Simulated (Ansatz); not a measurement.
**H2Br (doublet): wave-function methods side by side at distance H1–H2 along a hydrogen transfer = 1.090 Å, cc-pVTZ**

Aim: climb from Hartree-Fock through coupled cluster and multireference methods for H2Br (doublet) at one geometry and basis, and see what each rung misses.

The runs use Ansatz 0.2.0, Gaussian basis; cc-pVTZ, core rule «outside noble gas», up to 14 orbitals frozen.

Plan: UHF; CCSD(T) on ROHF; CCSD(T) on UHF; BCCD(T) on ROHF; CISD; CCSDT(Q) on ROHF; CCSDT(Q) on UHF; CASSCF and NEVPT2, 3 electrons in 3 orbitals; CASSCF and MRCISD+Q, 9 electrons in 6 orbitals; CASSCF and NEVPT2, 9 electrons in 6 orbitals.

7 further runs of the same task are left out: 1 for a mislabelled method, 4 that didn't finish, 2 set aside as unsound or not needed.

## Step 1: The system

The geometry derives from fragments relaxed apart (PBE0/def2-TZVP) and kept rigid, so it is no stationary point. A hydrogen atom is moved between rigid fragments. No spin-orbit coupling is included. The filled d shell of Br may be among the frozen orbitals whatever the setting's name suggests; the logs give the count.

3 atoms, charge 0, spin multiplicity 2.

Atoms are counted from 1 here; the program's logs count them from 0.

Bond lengths: H2–Br3 1.789 Å.

## Step 2: UHF

The input, in.yaml:

```yaml
crystal:
  periodic: [false, false, false]
  atoms:
    - {symbol: H, position_ang: [0.000000, 0.000000, -1.323000]}
    - {symbol: H, position_ang: [0.000000, 0.000000, -0.233000]}
    - {symbol: Br, position_ang: [0.000000, 0.000000, 1.556000]}
basis:
  gaussian: {orbitals: cc-pVTZ}
magnetization: {spin_polarized: true, initial_magnetization: 1}
hamiltonian: {xc: hf}
output: {orbitals: {seedname: orbitals}}
```

On the command line:

```console
> ansatz run in.yaml --threads 1 --pin off --events-out ev --progress --plain --max-ram 2393MiB
```

After this run come: CCSD(T) on ROHF; CCSD(T) on UHF; BCCD(T) on ROHF; CISD; CCSDT(Q) on ROHF; CCSDT(Q) on UHF; CASSCF and NEVPT2, 3 electrons in 3 orbitals; CASSCF and MRCISD+Q, 9 electrons in 6 orbitals; CASSCF and NEVPT2, 9 electrons in 6 orbitals.

Q: Predict the results of all the runs planned. Wanted: UCCSDT(Q) below the RHF energy; RMP2 from UCCSDT(Q); UMP2 from UCCSDT(Q); RCCSD from UCCSDT(Q); RCCSD(T) from UCCSDT(Q); UCCSD(T) from UCCSDT(Q); RCCSDT(Q) from UCCSDT(Q); NEVPT2 pair from UCCSDT(Q); NEVPT2 valence from UCCSDT(Q).

The runs gave:

| quantity | value |
| --- | --- |
| UCCSDT(Q) below the RHF energy | -6.2158 eV |
| RMP2 from UCCSDT(Q) | +21.02 kcal/mol |
| UMP2 from UCCSDT(Q) | +23.01 kcal/mol |
| RCCSD from UCCSDT(Q) | +5.14 kcal/mol |
| RCCSD(T) from UCCSDT(Q) | +0.61 kcal/mol |
| UCCSD(T) from UCCSDT(Q) | +0.65 kcal/mol |
| RCCSDT(Q) from UCCSDT(Q) | +0.03 kcal/mol |
| NEVPT2 pair from UCCSDT(Q) | +18.00 kcal/mol |
| NEVPT2 valence from UCCSDT(Q) | +28.61 kcal/mol |
| MRCISD+Q valence from UCCSDT(Q) | +1.51 kcal/mol |
| levels within 1 kcal/mol (43 meV) | RCCSD(T), UCCSD(T), BCCD(T), RCCSDT, UCCSDT, RCCSDT(Q) |
| T1 diagnostic | 0.026 |
| effectively unpaired electrons | 1.03 |

In words: RCCSD(T) lands +0.61 kcal/mol from the yardstick (0.4 % of the correlation energy). One determinant dominates. Of the multireference levels listed MRCISD+Q valence comes nearest in total energy (+1.51 kcal/mol), which doesn't show that its space is the better one. These misses are within one basis, not against nature; the frozen cores of restricted and unrestricted runs differ, which can shift their rows.
